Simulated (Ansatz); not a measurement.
**BGeH₅ (singlet): the correlation ladder, cc-pVDZ**

Aim: climb from Hartree-Fock through coupled cluster and multireference methods for BGeH₅ (singlet) at one geometry and basis, and see what each rung misses.

Method: cc-pVDZ, core rule «outside noble gas», up to 15 orbitals frozen; program: Ansatz 0.2.0, Gaussian basis.

To be run: UHF; CCSD(T) on RHF; BCCD(T) on RHF; CISD; CCSDT(Q) on RHF; CASSCF and MRCISD+Q, 8 electrons in 8 orbitals; CASSCF and NEVPT2, 8 electrons in 8 orbitals.

16 further runs of the same task are left out: 5 that didn't finish, 11 set aside as unsound or not needed.

## (1) What is computed

The geometry is a PBE0/def2-TZVP stationary point (not a proven minimum). No spin-orbit coupling is included. The filled d shell of Ge may be among the frozen orbitals whatever the setting's name suggests; the logs give the count.

7 atoms, charge 0, spin multiplicity 1.

Atoms are counted from 1 here; the program's logs count them from 0.

Bond lengths: Ge1–B2 2.058 Å, Ge1–H3 1.538 Å, Ge1–H4 1.542 Å, Ge1–H5 1.542 Å, B2–H6 1.194 Å, B2–H7 1.195 Å. Angles: B2–Ge1–H3 114.7°, B2–Ge1–H4 109.7°, B2–Ge1–H5 109.7°, H3–Ge1–H4 107.9°, H3–Ge1–H5 107.9°, H4–Ge1–H5 106.6°, Ge1–B2–H6 122.4°, Ge1–B2–H7 119.3°, H6–B2–H7 118.3°.

As a file:

```mol
BGeH5
  3D, bonds by distance, orders not assigned

  7  6  0  0  0  0  0  0  0  0999 V2000
    0.0000    0.0008    0.2930 Ge  0  0
    0.0000    0.0075   -1.7645 B   0  0
    0.0000    1.3963    0.9398 H   0  0
    1.2362   -0.7617    0.8114 H   0  0
   -1.2362   -0.7617    0.8114 H   0  0
    0.0000    1.0179   -2.4011 H   0  0
    0.0000   -1.0325   -2.3529 H   0  0
  1  2  8  0
  1  3  8  0
  1  4  8  0
  1  5  8  0
  2  6  8  0
  2  7  8  0
M  END
```

## (2) UHF

in.yaml

```yaml
crystal:
  periodic: [false, false, false]
  atoms:
    - {symbol: Ge, position_ang: [0.000000, 0.000848, 0.293017]}
    - {symbol: B, position_ang: [0.000000, 0.007511, -1.764478]}
    - {symbol: H, position_ang: [0.000000, 1.396299, 0.939761]}
    - {symbol: H, position_ang: [1.236205, -0.761722, 0.811362]}
    - {symbol: H, position_ang: [-1.236205, -0.761722, 0.811362]}
    - {symbol: H, position_ang: [0.000000, 1.017939, -2.401105]}
    - {symbol: H, position_ang: [0.000000, -1.032484, -2.352939]}
basis:
  gaussian: {orbitals: cc-pVDZ}
magnetization: {spin_polarized: true, initial_magnetization: 0}
hamiltonian: {xc: hf}
output: {orbitals: {seedname: orbitals}}
```

Launch:

```sh
$ ansatz run in.yaml --threads 1 --pin off --events-out ev --progress --plain --max-ram 2393MiB
```

The runs that follow: CCSD(T) on RHF; BCCD(T) on RHF; CISD; CCSDT(Q) on RHF; CASSCF and MRCISD+Q, 8 electrons in 8 orbitals; CASSCF and NEVPT2, 8 electrons in 8 orbitals.

Before running them: what should the planned runs give, taken together? Wanted: RCCSDT(Q) below the RHF energy; RMP2 from RCCSDT(Q); RCCSD from RCCSDT(Q); RCCSD(T) from RCCSDT(Q); NEVPT2 frontier from RCCSDT(Q); MRCISD+Q frontier from RCCSDT(Q); T1 diagnostic.

**Answer**, as computed:

```
                         quantity                                         value
   RCCSDT(Q) below the RHF energy                                    -6.4221 eV
              RMP2 from RCCSDT(Q)                                 +132.9 kJ/mol
             RCCSD from RCCSDT(Q)                                  +15.8 kJ/mol
          RCCSD(T) from RCCSDT(Q)                                   +3.0 kJ/mol
   NEVPT2 frontier from RCCSDT(Q)                                 +122.1 kJ/mol
 MRCISD+Q frontier from RCCSDT(Q)                                   +2.5 kJ/mol
levels within 1 kcal/mol (43 meV)  RCCSD(T), BCCD(T), RCCSDT, MRCISD+Q frontier
                    T1 diagnostic                                         0.011
```

RCCSD(T) lands +3.0 kJ/mol from the yardstick (0.5 % of the correlation energy). Of the multireference levels listed MRCISD+Q frontier comes nearest in total energy (+2.5 kJ/mol), which doesn't show that its space is the better one. These misses are within one basis, not against nature.
